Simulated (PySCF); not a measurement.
# C5H6OS (2-thiophenemethanol): the cost of one run

Programs: PySCF 2.14.0, with routines of our own; each step states its level. All values are computed. Atoms count from 0.

## (1) The system as given

13 atoms, charge 0, multiplicity 1; geometry from: GFN2-xTB.

## (2) Geometry optimisation at PBE0-D3(BJ)/def2-SVP

Job settings and geometry (Å):

```
{"job": {"xc": "PBE0", "basis": "def2-SVP", "d3": "d3bj", "grid": 2, "kind": "geom"}, "charge": 0, "multiplicity": 1}
O     -2.481357    -0.432828    -0.654882
C     -1.772831     0.334740     0.294814
C     -0.294958     0.115173     0.224515
C      0.610308     0.719489    -0.591124
C      1.923338     0.222760    -0.427605
C      1.997468    -0.757359     0.506373
S      0.466132    -1.095452     1.209143
H     -2.288563    -1.365922    -0.506934
H     -2.004143     1.375429     0.054011
H     -2.134130     0.115779     1.309878
H      0.346039     1.495308    -1.286826
H      2.771808     0.583116    -0.980939
H      2.856502    -1.309746     0.831847
```

The run is started by

```console
$ OMP_NUM_THREADS=1 python excited_run.py task.json out
```

One launch serves the whole session: the jobs run in the order shown.

**Question.** How long does this first job take on 1 thread of Arm Neoverse V1, shared host, and how much memory does it need?

About 34 s, with a peak of 0.68 GiB.
